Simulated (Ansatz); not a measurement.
What does this script print? It uses the Python package of Ansatz (0.2.0).

`lahg2_scf.py`
```python
# -*- coding: utf-8 -*-
'''SCF run for LaHg2.'''

from pathlib import Path
import warnings

import ansatz as az
import numpy as np
import pandas as pd
from pymatgen.core import Structure

FUNCTIONAL = 'PBEsol'
OCCUPATIONS = 'fermi_dirac'

warnings.simplefilter('ignore', az.DeckWarning)

vectors = np.array([
    [4.96, 0.0, 0.0],
    [-2.48, 4.295486, 0.0],
    [0.0, 0.0, 3.65],
])
xtal = (
    az.Lattice.of(vectors)
    .atom('La', (0.0, 0.0, 0.0))
    .atom('Hg', (1 / 3, 2 / 3, 0.45))
    .atom('Hg', (2 / 3, 1 / 3, 0.55))
)

# the calculation
setup = (
    xtal.calculation()
    .functional(FUNCTIONAL)
    .kpoints(6)
    .occupations(OCCUPATIONS, width=100 * az.meV)
    .forces()
    .band_table()  # levels at the mesh points
    .density()
    .potential()
    .electron_localization_function()  # 1 for a lone pair or bond, 0.5 for a uniform gas
    .output_files(volumetric_format='npy')
)
result = setup.run(threads=1, pin='off')
report = result.report

print('%-22s %14.5f eV' % ('F = E - TS', report['free_energy_ev']))
print('%-22s %14.5f eV' % ('E', report['internal_energy_ev']))
print('%-22s %14.5f eV' % ('Harris-Foulkes', report['harris_foulkes_ev']))
print('%-22s %14.5f eV' % ('Fermi level', report['fermi_energy_ev']))

# forces, one row an atom
table = pd.DataFrame(report['forces_ev_ang'], columns=['fx', 'fy', 'fz'])
table.insert(0, 'atom', [site['symbol'] for site in report['lattice']['sites']])
print(table.round(4).to_string())

print('band  energy (eV)  occupation, at k =', report['kpoints_frac'][0])
for band, (e, occ) in enumerate(zip(report['eigenvalues_ev'][0], report['occupations'][0]), start=1):
    print(f'{band:4d} {e:12.4f} {occ:9.4f}')

folder = Path(result.write_results('fields'))
print('densities in e/A^3, potentials in eV, ELF without unit')
for name in sorted(p.name for p in folder.glob('*.npy')):
    field = np.load(folder / name)
    print(f'{name:16s} {str(field.shape):16s} min {field.min():10.4f}  mean {field.mean():10.4f}  max {field.max():10.4f}')

final = Structure(result.lattice.cell_ang, [s.symbol for s in result.lattice.sites], [s.position_frac for s in result.lattice.sites])
print(final.to(fmt='poscar'))
```

Output of `python lahg2_scf.py`:
```text
F = E - TS               -33499.04739 eV
E                        -33498.97502 eV
Harris-Foulkes           -33499.04739 eV
Fermi level                  14.60601 eV
  atom   fx   fy      fz
0   La  0.0  0.0  0.0000
1   Hg  0.0 -0.0  0.2814
2   Hg -0.0  0.0 -0.2814
band  energy (eV)  occupation, at k = [0.0, 0.0, 0.0]
   1    -100.8036    2.0000
   2    -100.7999    2.0000
   3     -49.1963    2.0000
   4     -49.1963    2.0000
   5     -49.1534    2.0000
   6     -49.1461    2.0000
   7     -49.1437    2.0000
   8     -49.1437    2.0000
   9     -18.3945    2.0000
  10      -2.1131    2.0000
  11      -2.1131    2.0000
  12      -1.6629    2.0000
  13       6.1541    2.0000
  14       6.9417    2.0000
  15       6.9844    2.0000
  16       6.9844    2.0000
  17       7.1199    2.0000
  18       7.1199    2.0000
  19       7.4329    2.0000
  20       7.6229    2.0000
  21       7.6229    2.0000
  22       7.8731    2.0000
  23       7.8731    2.0000
  24      13.6029    1.9999
  25      13.6029    1.9999
  26      14.0961    1.9879
  27      14.3932    1.7872
  28      16.1142    0.0000
  29      16.1142    0.0000
  30      16.3145    0.0000
  31      16.3960    0.0000
densities in e/A^3, potentials in eV, ELF without unit
elf.npy          (36, 36, 25)     min     0.0014  mean     0.2953  max     0.8486
rho.npy          (36, 36, 25)     min     0.0629  mean     0.6558  max    17.4298
v_es.npy         (36, 36, 25)     min   -35.0346  mean     7.9354  max    17.9042
v_tot.npy        (36, 36, 25)     min   -61.5391  mean    -3.0021  max    10.8891
La1 Hg2
1.0
   4.9599999984002690    0.0000000000000000    0.0000000000000000
  -2.4799999992001345    4.2954860013854077    0.0000000000000000
   0.0000000000000000    0.0000000000000000    3.6499999999999999
La Hg
1 2
direct
   0.0000000000000000    0.0000000000000000    0.0000000000000000 La
   0.3333333333333333    0.6666666666666666    0.4500000000000000 Hg
   0.6666666666666666    0.3333333333333333    0.5500000000000000 Hg
```

Total energies depend on the potentials; only differences at equal settings carry meaning. A total without «per atom» is that of the cell as typed. The computed bands are complete only to about 1.7 eV above the Fermi level. For a metal this k-point mesh is coarse: on a finer one energies can move by several to tens of meV an atom and pressures by half a GPa or more, differences at one mesh by less. An absolute Fermi energy rests on an arbitrary zero of the periodic potential and has no direct meaning. Densities and potentials on the grid are those of the valence electrons, and inside the cores they hang on the potentials used. The structure is a deposited one; some such entries were measured under pressure or heat, so a shift against it needn't be the functional's error alone. Gaps and levels are Kohn-Sham values on a finite set of k-points, without spin-orbit coupling. Wall time of the script: 8.2 s on 1 thread of Arm Neoverse V1 (shared host), peak memory 0.49 GiB.

(A comment or docstring line of the script was reworded after the run, the code is as it ran; lines on the test bed's own set-up are left out of the output.)
